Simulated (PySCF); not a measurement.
# EuH6NO3 (Eu(OH)3(NH3)): the cost of one run

Program: PySCF 2.14.0. Level of theory: PBE0, Eu lcecp-1-SVP with ECP52, O def2-SVP, H def2-SVP, N def2-SVP; scalar-relativistic core potentials, no spin–orbit coupling. These are calculated values, not measurements.

1 further run of the same task is left out (for a known fault of the program).

### Step 1. Where the work starts

11 atoms, charge 0, spin multiplicity 1.

Bond lengths: Eu1–O2 2.187 Å, Eu1–O4 2.187 Å, Eu1–O6 2.187 Å, Eu1–N8 2.545 Å, O2–H3 0.966 Å, O4–H5 0.966 Å, O6–H7 0.966 Å, N8–H9 1.020 Å, N8–H10 1.020 Å, N8–H11 1.020 Å. Angles: O2–Eu1–O4 109.5°, O2–Eu1–O6 109.5°, O2–Eu1–N8 109.5°, O4–Eu1–O6 109.5°, O4–Eu1–N8 109.5°, O6–Eu1–N8 109.5°, Eu1–O2–H3 158.8°, Eu1–O4–H5 158.8°, Eu1–O6–H7 158.8°, Eu1–N8–H9 113.0°, Eu1–N8–H10 113.0°, Eu1–N8–H11 113.0°, H9–N8–H10 105.8°, H9–N8–H11 105.8°, H10–N8–H11 105.8°.

Geometry (Å):

```
Eu    0.0000    0.0000    0.0000
O     1.2625    1.2625    1.2625
H     1.7822    1.5347    2.0297
O    -1.2625   -1.2625    1.2625
H    -1.7822   -1.5347    2.0297
O     1.2625   -1.2625   -1.2625
H     1.7822   -2.0297   -1.5347
N    -1.4694    1.4694   -1.4694
H    -2.0825    2.0825   -0.9323
H    -0.9323    2.0825   -2.0825
H    -2.0825    0.9323   -2.0825
```

Formal oxidation states: Eu +3. Each metal's 6 4f electrons lie in its core potential, so multiplicities, spins and levels count the valence alone.

### Step 2. SCF at the start, singlet

Contents of run.py (the lines that set the calculation):

```python
mol = gto.M(atom='''
Eu     0.00000     0.00000     0.00000
O      1.26250     1.26250     1.26250
H      1.78220     1.53470     2.02970
O     -1.26250    -1.26250     1.26250
H     -1.78220    -1.53470     2.02970
O      1.26250    -1.26250    -1.26250
H      1.78220    -2.02970    -1.53470
N     -1.46940     1.46940    -1.46940
H     -2.08250     2.08250    -0.93230
H     -0.93230     2.08250    -2.08250
H     -2.08250     0.93230    -2.08250''',
    basis={'Eu': 'lcecp-1-SVP', 'O': 'def2-SVP', 'H': 'def2-SVP', 'N': 'def2-SVP'},
    ecp={'Eu': 'lcecp-1-SVP'},
    charge=0, spin=0)
mf = dft.RKS(mol, xc='PBE0')
mf.grids.atom_grid = (50, 194)  # f atoms: unpruned, at least (60, 302)
mf = mf.density_fit()  # fitting sets: Eu AutoAux, O def2-universal-JKFIT, H def2-universal-JKFIT, N def2-universal-JKFIT
mf.conv_tol = 1e-08; mf.max_cycle = 55
mf.kernel(dm0)  # dm0: free metal ions and neutral atoms
```

Command:

```console
OMP_NUM_THREADS=2 python run.py
```

Q: Estimate wall time and peak memory on 2 threads of Intel Xeon Platinum 8488C (Sapphire Rapids), shared host.

About 5 s, with a peak of 0.73 GiB.
